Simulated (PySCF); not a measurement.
**C3H11GaOSi: electronic excitations**

Aim: predict the electronic excitations of C3H11GaOSi (`C[O][GaH][CH2][SiH2]C`).

Computed with PySCF 2.14.0, with density-fitted response routines of our own, on a single molecule in the gas phase. Atoms count from 0, in the outputs and in this text.

**1. The starting structure**

17 atoms, charge 0, multiplicity 1; geometry from: GFN2-xTB.

Bonds of the start (Å): C0–O1 1.41, O1–Ga2 1.72, Ga2–C3 2.04, C3–Si4 1.90, Si4–C5 1.90, C0–H6 1.09, C0–H7 1.09, C0–H8 1.09, Ga2–H9 1.55, C3–H10 1.09, C3–H11 1.09, Si4–H12 1.47, Si4–H13 1.47, C5–H14 1.09, C5–H15 1.09, C5–H16 1.09.

**2. Ultraviolet spectrum: CAM-B3LYP/def2-SVPD**

Job settings and geometry (Å):

```
{"job": {"kind": "uv", "xc": "CAM-B3LYP", "basis": "def2-SVPD", "nstates": 8, "ntriplets": 3}, "charge": 0, "multiplicity": 1}
C      2.827164    -1.279488     0.432034
O      2.050046    -0.121339     0.620977
Ga     0.898400     1.148778     0.496025
C     -0.475551     1.283415    -1.001618
Si    -2.145716     0.605871    -0.385344
C     -1.797895    -0.701034     0.951560
H      2.232668    -2.085917    -0.005827
H      3.668275    -1.063103    -0.232328
H      3.216838    -1.614587     1.397234
H      1.177668     2.064110     1.719925
H     -0.105621     0.682000    -1.837297
H     -0.587128     2.309021    -1.354171
H     -2.883597    -0.016638    -1.496792
H     -2.950047     1.696685     0.189059
H     -1.186441    -1.509341     0.552769
H     -1.241411    -0.248604     1.777562
H     -2.704650    -1.137799     1.359599
```

Level: TDDFT CAM-B3LYP/def2-SVPD, vertical, gas phase, core orbitals frozen in the response.

Run with:

```
OMP_NUM_THREADS=1 python probes_run.py task.json out
```

The driver reads the jobs from task.json and runs them one after another.

Predict these results of the whole session: lowest singlet (CAM-B3LYP/def2-SVPD); brightest single state of those computed; lowest triplet; surface potential, 1st and 99th percentile.

The runs gave:

| quantity | value |
| --- | --- |
| lowest singlet (CAM-B3LYP/def2-SVPD) | 5.20 eV (238 nm), f = 0.006 |
| brightest single state of those computed | state 6, 7.08 eV, f = 0.174 |
| lowest triplet | 4.94 eV |
| surface potential, 1st and 99th percentile | -1.11 V and 1.52 V |

In words: The lowest singlet, at 5.20 eV, is HOMO→LUMO 0.94 and is weak; of the 8 states computed, the strongest absorption comes from state 6 at 7.08 eV. The lowest triplet lies 0.26 eV below the lowest singlet (triplets in Tamm-Dancoff, singlets in full TDDFT).
